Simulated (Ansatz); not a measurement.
# CH₆GeS₂: a ladder of functionals and wavefunction methods

One table from this session's results is given with a row withheld; the runs are named, their logs left out.

Program: Ansatz 0.2.0, Gaussian basis. Level of theory: functionals in def2-TZVPP, the program's frozen cores in correlated methods. These are calculated values, not measurements.

The runs, in order: PBE-D4, r2SCAN-D4, PBE0-D4, B3LYP-D4, ωB97X-V, ωB97M-V, B2PLYP; CCSD(T)/def2-TZVPP; MP2/def2-QZVPP; extrapolation to the limit.

### Structure used throughout

The geometry comes from an earlier relaxation with PBE0-D4 in a triple-zeta def2 set; it is a stationary point, not always the lowest conformer.

10 atoms, charge 0, spin multiplicity 1.

Atoms are counted from 1 here; the program's logs count them from 0.

Bond lengths: S1–C2 1.812 Å, S1–H5 1.345 Å, C2–S3 1.805 Å, C2–H6 1.090 Å, C2–H7 1.090 Å, S3–Ge4 2.229 Å, Ge4–H8 1.535 Å, Ge4–H9 1.537 Å, Ge4–H10 1.533 Å. Angles: C2–S1–H5 96.8°, S1–C2–S3 110.5°, S1–C2–H6 110.7°, S1–C2–H7 110.1°, S3–C2–H6 105.7°, S3–C2–H7 110.3°, H6–C2–H7 109.3°, C2–S3–Ge4 99.8°, S3–Ge4–H8 104.8°, S3–Ge4–H9 107.6°, S3–Ge4–H10 112.3°, H8–Ge4–H9 111.1°, H8–Ge4–H10 110.2°, H9–Ge4–H10 110.7°.

Set-up of the first run:

File in.yaml:

```yaml
crystal:
  periodic: [false, false, false]
  atoms:
    - {symbol: S, position_ang: [-0.194896, 1.557547, -1.245597]}
    - {symbol: C, position_ang: [0.982771, 0.957440, -0.005462]}
    - {symbol: S, position_ang: [1.307243, -0.802875, -0.240538]}
    - {symbol: Ge, position_ang: [-0.710431, -1.626138, 0.225841]}
    - {symbol: H, position_ang: [-0.453202, 2.741584, -0.661108]}
    - {symbol: H, position_ang: [1.947183, 1.453135, -0.118371]}
    - {symbol: H, position_ang: [0.597871, 1.141151, 0.997389]}
    - {symbol: H, position_ang: [-0.455503, -3.085888, 0.627213]}
    - {symbol: H, position_ang: [-1.281832, -0.820012, 1.403327]}
    - {symbol: H, position_ang: [-1.656104, -1.567043, -0.979894]}
basis:
  gaussian: {orbitals: def2-TZVPP}
hamiltonian: {xc: pbe, dispersion: d4}
output: {forces: true, orbitals: {seedname: orbitals}}
```

Started as:

```sh
$ ansatz run in.yaml --threads 4 --pin off --events-out ev --progress --plain --max-ram 10444MiB
```

Among the steps run: PBE-D4 (GGA); r2SCAN-D4 (meta-GGA); PBE0-D4 (hybrid); B3LYP-D4 (hybrid); ωB97X-V (range-separated); ωB97M-V (range-separated); B2PLYP (double hybrid); CCSD(T) in def2-TZVPP; MP2 in def2-QZVPP.

One of the session's tables, all rows but one given; the rest of the session is left out.

```
            method  atomisation energy (kJ/mol)
            PBE-D4                       3061.7
         r2SCAN-D4                            ?
           PBE0-D4                       3025.9
          B3LYP-D4                       3012.4
           ωB97X-V                       3055.2
           ωB97M-V                       3038.3
            B2PLYP                       2972.9
     HF/def2-TZVPP                       2148.2
    MP2/def2-TZVPP                       2968.3
   CCSD/def2-TZVPP                       2909.7
CCSD(T)/def2-TZVPP                       2959.0
           MP2/CBS                       3048.6
       CCSD(T)/CBS                       3039.2
```

**Question.** Estimate the row for r2SCAN-D4.

As computed: atomisation energy (kJ/mol): 3040.9. In the column «atomisation energy (kJ/mol)» it lies between CCSD(T)/CBS (3039.2) and MP2/CBS (3048.6).

Caveats from the session: Free atoms (2 S, 1 C, 1 Ge, 6 H) were run apart at each level; the atomisation energy is their sum less the molecule, without zero-point or spin-orbit terms.
